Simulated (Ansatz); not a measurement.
# BrGeH3SeSi: the cost of one run

Program: Ansatz 0.2.0. Level of theory: RHF/def2-SVP. These are calculated values, not measurements.

### 1 The starting structure

Bond lengths: Br1–Si2 2.254 Å, Si2–Ge3 2.260 Å, Si2–Se4 2.317 Å, Ge3–Se4 2.346 Å, Si2–H5 1.472 Å, Ge3–H6 1.554 Å, Ge3–H7 1.582 Å. Angles: Br1–Si2–Ge3 110.8°, Br1–Si2–Se4 112.1°, Br1–Si2–H5 124.6°, Ge3–Si2–Se4 61.7°, Ge3–Si2–H5 116.0°, Se4–Si2–H5 115.1°, Si2–Ge3–Se4 60.4°, Si2–Ge3–H6 115.9°, Si2–Ge3–H7 116.8°, Se4–Ge3–H6 113.9°, Se4–Ge3–H7 112.3°, H6–Ge3–H7 121.8°, Si2–Se4–Ge3 58.0°.

Coordinates:

```xyz
7

Br   -2.4176   -1.1850    0.7093
Si   -1.0221    0.1819   -0.4146
Ge    1.0722    0.0554    0.4241
Se    0.5727   -0.9958   -1.6133
H    -1.4083    1.4785   -0.9939
H     1.2696   -0.9295    1.6102
H     1.9947    1.3265    0.2325
```

### 2 Relaxing end A

File input.yaml:

```yaml
crystal:
  periodic: [false, false, false]
  atoms:
    - { symbol: Br, position_ang: [-2.4176, -1.185, 0.7093] }
    - { symbol: Si, position_ang: [-1.0221, 0.1819, -0.4146] }
    - { symbol: Ge, position_ang: [1.0722, 0.0554, 0.4241] }
    - { symbol: Se, position_ang: [0.5727, -0.9958, -1.6133] }
    - { symbol: H, position_ang: [-1.4083, 1.4785, -0.9939] }
    - { symbol: H, position_ang: [1.2696, -0.9295, 1.6102] }
    - { symbol: H, position_ang: [1.9947, 1.3265, 0.2325] }
basis:
  gaussian: { orbitals: def2-SVP }
hamiltonian:
  xc: hf
relax:
  f_tol: 0.02
  max_steps: 50
```

Launch:

```console
$ ansatz run input.yaml --threads 2 --pin off --max-ram 3072MiB --backend cpu --events-out ev --progress --plain --runs-dir out
```

**Question.** How long does this run take on 2 threads of Arm Neoverse V1, shared host, and how much memory does it need?

About 32 s, with a peak of 0.38 GiB.
